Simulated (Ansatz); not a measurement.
# SnSe2: the cost of one run

Program: Ansatz 0.2.0. Level of theory: DFT PBEsol, scalar-relativistic, plane waves, PAW. These are calculated values, not measurements.

2 further runs of the same task are left out: 2 set aside as unsound or not needed.

## Step 1: The system as given

It takes space group P-3m1 (No. 164, trigonal). The conventional cell has a = 3.819 Å, b = 3.819 Å, c = 6.149 Å, α = 90.00°, β = 90.00°, γ = 120.00°. Sn (site symmetry -3m) has 6 Se at 2.72 Å as nearest neighbours. Se (site symmetry 3m) is surrounded by 3 Sn at 2.72 Å.

Coordinates:

```xyz
3
Lattice="3.8191 0.0000 0.0000 -1.9095 3.3074 0.0000 0.0000 0.0000 6.1488" Properties=species:S:1:pos:R:3 pbc="T T T"
Sn    0.0000    0.0000    0.0000
Se    0.0000    2.2049    1.5866
Se    1.9095    1.1025    4.5622
```

This cell was relaxed beforehand with the same method: volume 25.89 Å³/atom, gap on the mesh 0.48 eV.

## Step 2: Electronic structure at the relaxed geometry

Contents of input.yaml:

```yaml
crystal:
  lattice:
    - [3.8190680189, 0.0, 0.0]
    - [-1.9095340094, 3.3074099231, 0.0]
    - [0.0, 0.0, 6.1487672637]
  atoms:
    - { symbol: Sn, position: [0.0, 0.0, 0.0] }
    - { symbol: Se, position: [0.3333333333, 0.6666666667, 0.2580319695] }
    - { symbol: Se, position: [0.6666666667, 0.3333333333, 0.7419680305] }
basis:
  ecutwfc: 420
kpoints:
  mp_grid: { grid: [12, 12, 6] }
  band_path:
    path:
      - [[0.0, 0.0, 0.0], [0.5, 0.0, 0.0], [0.33333333, 0.33333333, 0.0], [0.0, 0.0, 0.0], [0.0, 0.0, 0.5], [0.5, 0.0, 0.5], [0.33333333, 0.33333333, 0.5], [0.0, 0.0, 0.5]]
      - [[0.5, 0.0, 0.5], [0.5, 0.0, 0.0]]
      - [[0.33333333, 0.33333333, 0.5], [0.33333333, 0.33333333, 0.0]]
    npoints: 14
hamiltonian:
  xc: pbesol
scf:
  occupations: { method: gaussian, width: 0.02 }
  n_extra_bands: 7
output:
  forces: true
  stress: true
  eigenvalues: true
  populations: true
  dos: { projected: true, de: 0.02, nscf_kmesh: { grid: [18, 18, 9] } }
  bader: true
  write_density: true
  write_potential: true
  elf: true
  volumetric_format: npy
```

On the command line:

```
> ansatz run input.yaml --threads 1 --pin off --max-ram 2560MiB --backend cpu --events-out ev --progress --plain --runs-dir out
```

**Question.** How long does this run take on 1 thread of Arm Neoverse V2, shared host, and how much memory does it need?

About 50 s, with a peak of 0.61 GiB.
